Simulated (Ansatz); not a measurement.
# C₄H₁₀Ge: vertical ionisation energy

An exercise on one series of results from a longer session: the logs are not shown, and one member is left open.

The runs use Ansatz 0.2.0, Gaussian basis; unrestricted cation, the program's frozen cores in correlated methods.

The runs, in order: UKS PBE-D4/def2-TZVPP; UKS r2SCAN-D4/def2-TZVPP; UKS PBE0-D4/def2-TZVPP; UKS B3LYP-D4/def2-TZVPP; UKS wB97X-V/def2-TZVPP; UKS wB97M-V/def2-TZVPP; UKS B2PLYP/def2-TZVPP; UHF-CCSD(T)/def2-TZVPP; UHF-MP2/def2-QZVPP; extrapolation to the limit; then −ε(HOMO) from the neutral's earlier runs with LDA (SPW92), PBE-D4, revPBE-D4, BLYP-D4, r2SCAN-D4, B97M-V, PBE0-D4, B3LYP-D4, r2SCANh-D4, r2SCAN0-D4, HSE06-D4, BHLYP-D4, CAM-B3LYP-D4, LC-ωPBE, ωB97X-V, ωB97M-V.

### The geometry

The geometry comes from an earlier relaxation with PBE0-D4 in a triple-zeta def2 set; it is a stationary point, not always the lowest conformer.

SMILES `C[CH2][Ge][CH2]C`, 15 atoms, charge 0, spin multiplicity 1.

Atoms are counted from 1 here; the program's logs count them from 0.

Bond lengths: C1–C2 1.531 Å, C1–H6 1.096 Å, C1–H7 1.094 Å, C1–H8 1.094 Å, C2–Ge3 2.002 Å, C2–H9 1.093 Å, C2–H10 1.094 Å, Ge3–C4 2.005 Å, C4–C5 1.520 Å, C4–H11 1.096 Å, C4–H12 1.103 Å, C5–H13 1.094 Å, C5–H14 1.095 Å, C5–H15 1.092 Å. Angles: C2–C1–H6 112.0°, C2–C1–H7 111.7°, C2–C1–H8 111.8°, H6–C1–H7 106.6°, H6–C1–H8 107.2°, H7–C1–H8 107.2°, C1–C2–Ge3 106.9°, C1–C2–H9 110.1°, C1–C2–H10 110.5°, Ge3–C2–H9 109.4°, Ge3–C2–H10 112.2°, H9–C2–H10 107.8°, C2–Ge3–C4 99.0°, Ge3–C4–C5 120.8°, Ge3–C4–H11 106.5°, Ge3–C4–H12 102.2°, C5–C4–H11 111.2°, C5–C4–H12 110.6° and more.

Set-up of the first run:

File in.yaml:

```yaml
crystal:
  periodic: [false, false, false]
  atoms:
    - {symbol: C, position_ang: [-0.499015, 0.560369, 1.818744]}
    - {symbol: C, position_ang: [0.900497, 0.405882, 1.216972]}
    - {symbol: Ge, position_ang: [1.020057, -1.455654, 0.490392]}
    - {symbol: C, position_ang: [-0.062886, -1.211759, -1.179432]}
    - {symbol: C, position_ang: [-0.160890, 0.147823, -1.852043]}
    - {symbol: H, position_ang: [-0.714667, -0.216437, 2.560898]}
    - {symbol: H, position_ang: [-0.615525, 1.521220, 2.328352]}
    - {symbol: H, position_ang: [-1.278768, 0.502521, 1.053975]}
    - {symbol: H, position_ang: [1.658662, 0.541912, 1.991992]}
    - {symbol: H, position_ang: [1.070463, 1.162257, 0.445669]}
    - {symbol: H, position_ang: [0.276057, -1.978483, -1.884709]}
    - {symbol: H, position_ang: [-1.060432, -1.560293, -0.863475]}
    - {symbol: H, position_ang: [0.820504, 0.510381, -2.170462]}
    - {symbol: H, position_ang: [-0.795488, 0.116159, -2.743409]}
    - {symbol: H, position_ang: [-0.580571, 0.903404, -1.184163]}
basis:
  gaussian: {orbitals: def2-TZVPP}
total_charge: 1
magnetization: {spin_polarized: true, initial_magnetization: 1}
hamiltonian: {xc: pbe, dispersion: d4}
```

Run with:

```bash
ansatz run in.yaml --threads 2 --pin off --events-out ev --progress --plain --max-ram 32768MiB --backend cuda --devices 0, --max-vram 18GiB
```

Among the steps run: Cation, UKS PBE-D4/def2-TZVPP; Cation, UKS r2SCAN-D4/def2-TZVPP; Cation, UKS PBE0-D4/def2-TZVPP; Cation, UKS B3LYP-D4/def2-TZVPP; Cation, UKS wB97X-V/def2-TZVPP; Cation, UKS wB97M-V/def2-TZVPP; Cation, UKS B2PLYP (frozen core)/def2-TZVPP; Cation, UHF-CCSD(T)/def2-TZVPP; Cation, UHF-MP2/def2-QZVPP.

One table of the session follows, with a row left open; its other results are not shown here.

For comparison, −ε(HOMO) of the neutral from earlier runs:

| functional | −ε(HOMO) (eV) |
| --- | --- |
| LDA (SPW92) | 4.96 |
| PBE-D4 | 4.83 |
| revPBE-D4 | 4.77 |
| BLYP-D4 | 4.71 |
| r2SCAN-D4 | 5.04 |
| B97M-V | 5.06 |
| PBE0-D4 | 5.83 |
| B3LYP-D4 | ? |
| r2SCANh-D4 | 5.42 |
| r2SCAN0-D4 | 5.98 |
| HSE06-D4 | 5.44 |
| BHLYP-D4 | 6.75 |
| CAM-B3LYP-D4 | 7.10 |
| LC-ωPBE | 8.34 |
| ωB97X-V | 8.04 |
| ωB97M-V | 7.95 |

Q: Estimate the row for B3LYP-D4 from the others.

Worked estimate for «−ε(HOMO) (eV)». Against the share of exact exchange, BLYP-D4 (0, 4.71), BHLYP-D4 (0.5, 6.75) give a slope of 4.08 per unit share; at 0.2 the line stands at 5.53.

The run gave: −ε(HOMO) (eV): 5.68. In «−ε(HOMO) (eV)» the line misses by -0.15.
